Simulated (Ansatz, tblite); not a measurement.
# The cluster Sn3H6O9: one state, many levels

How do method and basis change the picture of the cluster Sn3H6O9 (singlet)?

Program: Ansatz 0.2.0, Gaussian basis. Level of theory: as each input shows. These are calculated values, not measurements.

Levels to be run: GFN1-xTB, GFN2-xTB, PBE-D4/def2-TZVP, r2SCAN-D4/def2-TZVP, B3LYP-D4/def2-TZVP, revPBE-D4/def2-TZVP, PBE-D4/def2-SVP, PBE0-D4/def2-SVP, MP2/def2-SVP, RPA/def2-SVP.

6 further runs of the same task are left out: 3 that didn't finish, 3 set aside as unsound or not needed. Runs told in other sessions of the task aren't counted.

## (1) The relaxed structure

The geometry is that of the singlet, from an earlier relaxation (r2SCAN-D4/def2-SVP). At that level it is the lowest of the isomers that a small search found.

18 atoms, charge 0, spin multiplicity 1.

Bond lengths: Sn1–O5 2.265 Å, Sn1–O6 1.999 Å, Sn1–O8 2.200 Å, Sn2–O4 2.079 Å, Sn2–O7 2.381 Å, Sn2–O10 2.068 Å, Sn3–O4 1.938 Å, Sn3–O9 1.873 Å, Sn3–H17 1.708 Å, O5–H13 1.035 Å, O5–H18 0.980 Å, O6–H14 0.968 Å, O7–O8 1.417 Å, O7–O12 1.452 Å, O10–O11 1.462 Å, O11–H16 0.987 Å, O12–H15 0.997 Å. Angles: O5–Sn1–O6 89.7°, O5–Sn1–O8 76.3°, O6–Sn1–O8 89.4°, O4–Sn2–O7 85.3°, O4–Sn2–O10 91.6°, O7–Sn2–O10 84.8°, O4–Sn3–O9 112.9°, O4–Sn3–H17 116.1°, O9–Sn3–H17 130.9°, Sn2–O4–Sn3 141.7°, Sn1–O5–H13 120.7°, Sn1–O5–H18 104.7°, H13–O5–H18 104.1°, Sn1–O6–H14 113.5°, Sn2–O7–O8 114.6°, Sn2–O7–O12 102.2°, O8–O7–O12 109.2°, Sn1–O8–O7 109.7° and more.

Sn takes a core potential in the def2 sets. No spin-orbit coupling is included.

PBE0-D4/def2-TZVP was run before; its log isn't repeated, and its numbers join the tables.

## (2) GFN1-xTB

Tight binding, by tblite at 300 K electronic temperature and without a spin-polarisation term:

```python
tblite.interface.Calculator('GFN1-xTB', numbers, positions, charge=0, uhf=0).singlepoint()
```

Energy -1436.3884 eV, HOMO -11.49 eV, LUMO -9.73 eV; 0.014 s.

## (3) GFN2-xTB

Tight binding, by tblite at 300 K electronic temperature and without a spin-polarisation term:

```python
tblite.interface.Calculator('GFN2-xTB', numbers, positions, charge=0, uhf=0).singlepoint()
```

Energy -1247.8894 eV, HOMO -11.10 eV, LUMO -9.04 eV; 0.021 s.

## (4) PBE-D4/def2-TZVP

start.molden holds the orbitals of an earlier run on this state, given as this run's starting guess.

in.yaml reads:

```yaml
crystal:
  periodic: [false, false, false]
  atoms:
    - {symbol: Sn, position_ang: [1.244295, 2.088583, 0.950164]}
    - {symbol: Sn, position_ang: [0.139799, -2.141615, -1.438498]}
    - {symbol: Sn, position_ang: [-1.895282, 0.824362, -2.646479]}
    - {symbol: O, position_ang: [-1.224973, -0.574383, -1.485117]}
    - {symbol: O, position_ang: [-0.930417, 1.755768, 0.412852]}
    - {symbol: O, position_ang: [0.756409, 2.072563, 2.888957]}
    - {symbol: O, position_ang: [1.567463, -0.605385, -0.311502]}
    - {symbol: O, position_ang: [1.047054, -0.102534, 0.906940]}
    - {symbol: O, position_ang: [-1.893308, 2.510274, -1.831048]}
    - {symbol: O, position_ang: [-0.463324, -2.686778, 0.462515]}
    - {symbol: O, position_ang: [0.743369, -2.694744, 1.287330]}
    - {symbol: O, position_ang: [2.735411, -1.421116, -0.030500]}
    - {symbol: H, position_ang: [-1.336885, 2.185494, -0.436831]}
    - {symbol: H, position_ang: [-0.049320, 1.570266, 3.079624]}
    - {symbol: H, position_ang: [2.288919, -2.132987, 0.506736]}
    - {symbol: H, position_ang: [0.704886, -1.768111, 1.624832]}
    - {symbol: H, position_ang: [-2.431802, 0.328192, -4.190361]}
    - {symbol: H, position_ang: [-1.002314, 0.792151, 0.250387]}
basis:
  gaussian: {orbitals: def2-TZVP, initial_orbitals: start.molden}
hamiltonian: {xc: pbe, dispersion: d4}
scf: {omitted_lower_state_checks: [starts]}
output: {forces: true, orbitals: {seedname: orbitals}}
```

Run with:

```bash
ansatz run in.yaml --threads 4 --pin off --events-out ev --progress --plain --max-ram 6963MiB
```

Output, cut to the lines that bear on the results:

```text
Functional definition: PBE
  name "PBE"
  cite "Perdew, Burke & Ernzerhof, Phys. Rev. Lett. 77, 3865 (1996) doi:10.1103/PhysRevLett.77.3865"
  parent pbe
[...]
2787 factors; their error is unknown
[...]
mean field -36001.53697602 eV, -1323.0320811504 hartree, gradient 1.3e-5 eV, S^2 0.000000; 0 other end points of the search recorded, 0 dependent functions left out
[...]
reference -36001.53704447 eV, -1323.0320836660 hartree; 72, 72 occupied and 393, 393 virtual orbitals, 2787 factors
Total energy: -36002.26046725 eV, -1323.0586689627 hartree
Atom 0 at     1.244295     2.088583     0.950164 Å, force     0.063658     0.061627     0.001372 eV/Å
Atom 1 at     0.139799    -2.141615    -1.438498 Å, force    -0.041793    -0.136036    -0.098949 eV/Å
Atom 2 at    -1.895282     0.824362    -2.646479 Å, force     0.003121     0.122547     0.120247 eV/Å
Atom 3 at    -1.224973    -0.574383    -1.485117 Å, force    -0.124730     0.094634    -0.075964 eV/Å
Atom 4 at    -0.930417     1.755768     0.412852 Å, force    -0.067202     0.172129     0.304659 eV/Å
Atom 5 at     0.756409     2.072563     2.888957 Å, force     0.192133     0.144031     0.069318 eV/Å
Atom 6 at     1.567463    -0.605385    -0.311502 Å, force    -0.056800     0.236727    -0.367632 eV/Å
Atom 7 at     1.047054    -0.102534     0.906940 Å, force    -0.053463     0.201845     0.277507 eV/Å
Atom 8 at    -1.893308     2.510274    -1.831048 Å, force    -0.038093    -0.095268    -0.122827 eV/Å
Atom 9 at    -0.463324    -2.686778     0.462515 Å, force    -0.370015    -0.100025    -0.193183 eV/Å
Atom 10 at     0.743369    -2.694744     1.287330 Å, force     0.244435    -0.389209     0.255129 eV/Å
Atom 11 at     2.735411    -1.421116    -0.030500 Å, force     0.586819    -0.037455    -0.092409 eV/Å
Atom 12 at    -1.336885     2.185494    -0.436831 Å, force    -0.049982     0.083370    -0.243598 eV/Å
Atom 13 at    -0.049320     1.570266     3.079624 Å, force    -0.185208    -0.102818     0.049981 eV/Å
Atom 14 at     2.288919    -2.132987     0.506736 Å, force    -0.066550    -0.258665     0.101262 eV/Å
Atom 15 at     0.704886    -1.768111     1.624832 Å, force    -0.035170     0.251045     0.112535 eV/Å
Atom 16 at    -2.431802     0.328192    -4.190361 Å, force    -0.022696    -0.023199    -0.086295 eV/Å
Atom 17 at    -1.002314     0.792151     0.250387 Å, force     0.021536    -0.225281    -0.011152 eV/Å
Dipole moment:    -0.396799    -0.248787    -1.420904 e Å
Checks for a lower state left out: starts
```

Wall time 13 s (4 threads of Arm Neoverse V2, shared host); peak memory 1.3 GiB.

HOMO -5.69 eV, LUMO -3.58 eV.

## (5) r2SCAN-D4/def2-TZVP

Edit in.yaml of step 4 so:

```diff
@@ -23,4 +23,4 @@
   gaussian: {orbitals: def2-TZVP, initial_orbitals: start.molden}
-hamiltonian: {xc: pbe, dispersion: d4}
+hamiltonian: {xc: r2scan, dispersion: d4}
 scf: {omitted_lower_state_checks: [starts]}
-output: {forces: true, orbitals: {seedname: orbitals}}
+output: {orbitals: {seedname: orbitals}}
```

Launched as before.

Output:

```text
Functional definition: r2SCAN
  name "r2SCAN"
  cite "Furness, Kaplan, Ning, Perdew & Sun, J. Phys. Chem. Lett. 11, 8208 (2020) doi:10.1021/acs.jpclett.0c02405"
  cite "Furness, Kaplan, Ning, Perdew & Sun, J. Phys. Chem. Lett. 11, 9248 (2020) doi:10.1021/acs.jpclett.0c03077"
  parent r2scan
  parameter k0 = 0.174
  parameter k1 = 0.065
  parameter a1 = 4.9479
  exchange = r2scan_x(k0 = k0, k1 = k1, a1 = a1)
  correlation = r2scan_c
these checks for a lower state are left out or cut short: starts
2787 factors; their error is unknown
mean field evaluation 1: about -36017.6191 eV, gradient 9.9e0 eV
mean field evaluation 2: about -36017.7703 eV, gradient 2.0e-1 eV
mean field evaluation 4: about -36017.7330 eV, gradient 1.6e-3 eV
mean field -36017.73296307 eV, -1323.6272726964 hartree, gradient 1.2e-5 eV, S^2 0.000000; 0 other end points of the search recorded, 0 dependent functions left out
reference -36017.73298420 eV, -1323.6272734731 hartree; 72, 72 occupied and 393, 393 virtual orbitals, 2787 factors
Total energy: -36017.92733960 eV, -1323.6344159021 hartree
Checks for a lower state left out: starts
```

It took 20 s on 4 threads of Arm Neoverse V2, shared host; peak memory 1.4 GiB.

From the report: HOMO -5.99 eV, LUMO -3.48 eV.

## (6) B3LYP-D4/def2-TZVP

Edit in.yaml of step 5 so:

```diff
@@ -23,3 +23,3 @@
   gaussian: {orbitals: def2-TZVP, initial_orbitals: start.molden}
-hamiltonian: {xc: r2scan, dispersion: d4}
+hamiltonian: {xc: {name: B3LYP}, dispersion: d4}
 scf: {omitted_lower_state_checks: [starts]}
```

The command is unchanged.

Output, cut to the lines that bear on the results:

```text
Functional definition: B3LYP
  name "B3LYP"
  cite "Stephens, Devlin, Chabalowski & Frisch, J. Phys. Chem. 98, 11623 (1994) doi:10.1021/j100096a001"
  cite "Becke, Phys. Rev. A 38, 3098 (1988) doi:10.1103/PhysRevA.38.3098"
  cite "Lee, Yang & Parr, Phys. Rev. B 37, 785 (1988) doi:10.1103/PhysRevB.37.785"
  cite "Vosko, Wilk & Nusair, Can. J. Phys. 58, 1200 (1980) doi:10.1139/p80-159"
[...]
2919 factors; their error is unknown
[...]
mean field -36025.38529181 eV, -1323.9084905908 hartree, gradient 1.2e-5 eV, S^2 0.000000; 0 other end points of the search recorded, 0 dependent functions left out
reference -36025.38566720 eV, -1323.9085043860 hartree; 72, 72 occupied and 393, 393 virtual orbitals, 2919 factors
Total energy: -36026.55094325 eV, -1323.9513274913 hartree
Checks for a lower state left out: starts
```

Wall time 29 s (4 threads of Arm Neoverse V2, shared host); peak memory 3 GiB.

HOMO -6.91 eV, LUMO -3.16 eV.

## (7) revPBE-D4/def2-TZVP

Edit in.yaml of step 6 so:

```diff
@@ -23,3 +23,3 @@
   gaussian: {orbitals: def2-TZVP, initial_orbitals: start.molden}
-hamiltonian: {xc: {name: B3LYP}, dispersion: d4}
+hamiltonian: {xc: {name: revPBE}, dispersion: d4}
 scf: {omitted_lower_state_checks: [starts]}
```

Launched as before.

Output:

```text
Functional definition: revPBE
  name "revPBE"
  cite "Zhang & Yang, Phys. Rev. Lett. 80, 890 (1998) doi:10.1103/PhysRevLett.80.890"
  cite "Perdew, Burke & Ernzerhof, Phys. Rev. Lett. 77, 3865 (1996) doi:10.1103/PhysRevLett.77.3865"
  parameter kappa = 1.245
  parameter beta = 0.06672455060314922
  exchange = pbe_x(kappa = kappa, mu = beta*pi^2/3)
  correlation = pbe_c(beta = beta)
these checks for a lower state are left out or cut short: starts
2787 factors; their error is unknown
mean field evaluation 1: about -36017.6024 eV, gradient 1.8e1 eV
mean field evaluation 2: about -36017.9667 eV, gradient 5.0e-1 eV
mean field evaluation 4: about -36017.9289 eV, gradient 6.1e-1 eV
mean field evaluation 8: about -36017.9293 eV, gradient 2.5e-5 eV
mean field -36017.92927957 eV, -1323.6344871950 hartree, gradient 2.5e-5 eV, S^2 0.000000; 0 other end points of the search recorded, 0 dependent functions left out
reference -36017.92936494 eV, -1323.6344903322 hartree; 72, 72 occupied and 393, 393 virtual orbitals, 2787 factors
Total energy: -36019.74393617 eV, -1323.7011745950 hartree
Checks for a lower state left out: starts
```

It took 11 s on 4 threads of Arm Neoverse V2, shared host; peak memory 1.3 GiB.

Report: HOMO -5.60 eV, LUMO -3.46 eV.

## (8) PBE-D4/def2-SVP

Edit in.yaml of step 7 so:

```diff
@@ -22,4 +22,4 @@
 basis:
-  gaussian: {orbitals: def2-TZVP, initial_orbitals: start.molden}
-hamiltonian: {xc: {name: revPBE}, dispersion: d4}
+  gaussian: {orbitals: def2-SVP, initial_orbitals: start.molden}
+hamiltonian: {xc: pbe, dispersion: d4}
 scf: {omitted_lower_state_checks: [starts]}
```

Same command.

Output:

```text
Functional definition: PBE
  name "PBE"
  cite "Perdew, Burke & Ernzerhof, Phys. Rev. Lett. 77, 3865 (1996) doi:10.1103/PhysRevLett.77.3865"
  parent pbe
  parameter kappa = 0.804
  parameter beta = 0.06672455060314922
  exchange = pbe_x(kappa = kappa, mu = beta*pi^2/3)
  correlation = pbe_c(beta = beta)
these checks for a lower state are left out or cut short: starts
2508 factors; their error is unknown
mean field evaluation 1: about -35976.2608 eV, gradient 4.7e1 eV
mean field evaluation 2: about -35977.6454 eV, gradient 1.8e0 eV
mean field evaluation 4: about -35977.6104 eV, gradient 1.3e-1 eV
mean field -35977.61046081 eV, -1322.1527979345 hartree, gradient 7.0e-5 eV, S^2 0.000000; 0 other end points of the search recorded, 0 dependent functions left out
reference -35977.61051674 eV, -1322.1527999897 hartree; 72, 72 occupied and 162, 162 virtual orbitals, 2508 factors
Total energy: -35978.33393951 eV, -1322.1793852864 hartree
Checks for a lower state left out: starts
```

Run time: 4.6 s. Hardware: 4 threads of Arm Neoverse V2, shared host.

From the report: HOMO -5.45 eV, LUMO -3.39 eV.

## (9) PBE0-D4/def2-SVP

Edit in.yaml of step 8 so:

```diff
@@ -23,3 +23,3 @@
   gaussian: {orbitals: def2-SVP, initial_orbitals: start.molden}
-hamiltonian: {xc: pbe, dispersion: d4}
+hamiltonian: {xc: pbe0, dispersion: d4}
 scf: {omitted_lower_state_checks: [starts]}
```

Same command.

Output:

```text
Functional definition: PBE0
  name "PBE0"
  cite "Adamo & Barone, J. Chem. Phys. 110, 6158 (1999) doi:10.1063/1.478522"
  cite "Perdew, Burke & Ernzerhof, Phys. Rev. Lett. 77, 3865 (1996) doi:10.1103/PhysRevLett.77.3865"
  parent pbe
  parameter a = 0.25
  parameter kappa = 0.804
  parameter beta = 0.06672455060314922
  exchange = (1 - a)*pbe_x(kappa = kappa, mu = beta*pi^2/3) + a*exact_x
  correlation = pbe_c(beta = beta)
these checks for a lower state are left out or cut short: starts
2494 factors; integrals over basis functions are off by at most 1.4e-3 eV
mean field evaluation 1: about -35974.9659 eV, gradient 4.6e1 eV
mean field evaluation 2: about -35975.8835 eV, gradient 1.2e0 eV
mean field evaluation 4: about -35976.3257 eV, gradient 6.5e-3 eV
mean field -35976.32575678 eV, -1322.1055859323 hartree, gradient 5.8e-5 eV, S^2 0.000000; 0 other end points of the search recorded, 0 dependent functions left out
reference -35976.32579808 eV, -1322.1055874501 hartree; 72, 72 occupied and 162, 162 virtual orbitals, 2494 factors
Total energy: -35976.96126241 eV, -1322.1289403335 hartree
Checks for a lower state left out: starts
```

Run time: 8.5 s. Hardware: 4 threads of Arm Neoverse V2, shared host; peak memory 0.96 GiB.

Report: HOMO -6.96 eV, LUMO -2.73 eV.

## (10) MP2/def2-SVP

Edit in.yaml of step 9 so:

```diff
@@ -23,3 +23,3 @@
   gaussian: {orbitals: def2-SVP, initial_orbitals: start.molden}
-hamiltonian: {xc: pbe0, dispersion: d4}
+correlation: {method: mp2}
 scf: {omitted_lower_state_checks: [starts]}
```

The command is unchanged.

Output:

```text
Functional definition: HF
  name "HF"
  cite "Fock, Z. Phys. 61, 126 (1930) doi:10.1007/BF01340294"
  parent pbe
  exchange = exact_x
  correlation = 0
these checks for a lower state are left out or cut short: starts
2494 factors; integrals over basis functions are off by at most 1.4e-3 eV
mean field evaluation 1: about -35819.0335 eV, gradient 5.6e1 eV
mean field evaluation 2: about -35822.3393 eV, gradient 3.6e0 eV
mean field evaluation 4: about -35823.0662 eV, gradient 1.9e0 eV
mean field evaluation 8: about -35823.0740 eV, gradient 3.8e-4 eV
mean field -35823.07403541 eV, -1316.4736890497 hartree, gradient 6.3e-6 eV, S^2 0.000000; 0 other end points of the search recorded, 0 dependent functions left out
21 core orbitals not correlated: weight in the atoms' cores, before any rotation towards them, 1.000 or more for the frozen orbitals, at most 0.000 for the correlated occupied ones
reference -35823.07403541 eV, -1316.4736890497 hartree; 51, 51 occupied and 162, 162 virtual orbitals, 2494 factors
second order -55.65941381 eV of doubles, -0.00000000 eV of singles
Total energy: -35878.73344922 eV, -1318.5191347799 hartree
Checks for a lower state left out: starts
```

It took 10 s on 4 threads of Arm Neoverse V2, shared host; peak memory 0.92 GiB.

Report: Hartree-Fock HOMO -9.67 eV, LUMO 0.03 eV.

## (11) RPA/def2-SVP

Edit in.yaml of step 10 so:

```diff
@@ -23,4 +23,4 @@
   gaussian: {orbitals: def2-SVP, initial_orbitals: start.molden}
-correlation: {method: mp2}
+hamiltonian: {xc: pbe}
+correlation: {method: rpa}
 scf: {omitted_lower_state_checks: [starts]}
-output: {orbitals: {seedname: orbitals}}
```

The command is unchanged.

Output, cut to the lines that bear on the results:

```text
Functional definition: PBE
  name "PBE"
  cite "Perdew, Burke & Ernzerhof, Phys. Rev. Lett. 77, 3865 (1996) doi:10.1103/PhysRevLett.77.3865"
  parent pbe
[...]
2494 factors; integrals over basis functions are off by at most 1.4e-3 eV
[...]
mean field -35977.61037833 eV, -1322.1527949036 hartree, gradient 3.7e-6 eV, S^2 0.000000; 0 other end points of the search recorded, 0 dependent functions left out
21 core orbitals not correlated: weight in the atoms' cores, before any rotation towards them, 1.000 or more for the frozen orbitals, at most 0.000 for the correlated occupied ones
reference -35817.40195869 eV, -1316.2652440747 hartree; 51, 51 occupied and 162, 162 virtual orbitals, 2494 factors
Total energy: -35902.19880166 eV, -1319.3814705767 hartree
Checks for a lower state left out: starts
```

Wall time 17 s (4 threads of Arm Neoverse V2, shared host); peak memory 0.99 GiB.

## (12) Levels side by side

```tsv
level	functions	HOMO (eV)	LUMO (eV)	gap (eV)	time
PBE-D4/def2-SVP	234	-5.45	-3.39	2.06	4.6 s
PBE-D4/def2-TZVP	465	-5.69	-3.58	2.11	13 s
revPBE-D4/def2-TZVP	465	-5.60	-3.46	2.14	11 s
r2SCAN-D4/def2-TZVP	465	-5.99	-3.48	2.52	20 s
B3LYP-D4/def2-TZVP	465	-6.91	-3.16	3.75	29 s
PBE0-D4/def2-SVP	234	-6.96	-2.73	4.23	8.5 s
PBE0-D4/def2-TZVP	465	-7.13	-2.89	4.23	31 s
```

The pieces so far (eV):

```tsv
basis	HF	MP2 correlation	total
def2-SVP	-35823.0740	-55.6594	-35878.7334 (MP2)
```

## (13) Binding energy

Free atoms were run apart at each level; binding is atoms less cluster, divided by the number of atoms, without zero-point or spin-orbit terms.

```tsv
level	binding an atom (eV)
HF/def2-SVP	1.495
PBE-D4/def2-SVP	3.361
PBE-D4/def2-TZVP	3.365
revPBE-D4/def2-TZVP	3.214
r2SCAN-D4/def2-TZVP	3.198
B3LYP-D4/def2-TZVP	3.159
PBE0-D4/def2-SVP	3.084
PBE0-D4/def2-TZVP	3.104
MP2/def2-SVP	2.954
```

## (14) Summary of results

| quantity | value |
| --- | --- |
| gap in def2-TZVP, named functionals, smallest and largest | 2.11 eV (PBE-D4), 4.23 eV (PBE0-D4) |
| correlation energy, MP2/def2-SVP | -55.66 eV |
| binding an atom, functionals in def2-TZVP | 3.10 (PBE0-D4) to 3.36 eV (PBE-D4) |
| PBE0 total energy, smallest basis above largest | 23.79 eV (def2-SVP, def2-TZVP) |

What this shows: Orbital gaps of the named functionals in def2-TZVP span 2.11 eV (PBE-D4) to 4.23 eV (PBE0-D4); exact exchange widens it.

The slowest run with a step of its own, B3LYP-D4/def2-TZVP, took 29 s; the quickest functional in def2-TZVP took 11 s (shared host).
